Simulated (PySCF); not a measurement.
# C4HNSe: the cost of one run

The runs use PySCF 2.14.0, with density-fitted response routines of our own; the level of theory stands in each step. All values are computed, except where a source is named. Atoms count from 0, in the outputs and in this text.

## Step 1: The starting structure

7 atoms, charge 0, multiplicity 1; geometry from: GFN2-xTB.

Bonds of the start (Å): C0–C1 1.21, C1–C2 1.40, C2–Se3 1.79, C2–C4 1.41, C4–N5 1.15, C0–H6 1.05.

## Step 2: Relaxing the molecule at PBE0-D3(BJ)/def2-SVP

Job settings and geometry (Å):

```
{"job": {"xc": "PBE0", "basis": "def2-SVP", "d3": "d3bj", "grid": 1, "kind": "geom"}, "charge": 0, "multiplicity": 1}
C     -1.898014     0.300070    -0.180317
C     -0.755758    -0.041763    -0.002613
C      0.563139    -0.453973     0.205251
Se     1.005163    -2.047886     0.892361
C      1.569885     0.460515    -0.159707
N      2.410656     1.186087    -0.448388
H     -2.891738     0.601854    -0.333665
```

Started as:

```bash
OMP_NUM_THREADS=1 python probes_run.py task.json out
```

One launch serves the whole session: the jobs run in the order shown.

**Question.** How long does this first job take on 1 thread of Intel Xeon Platinum 8488C, shared host, and how much memory does it need?

About 29 s, with a peak of 0.44 GiB.
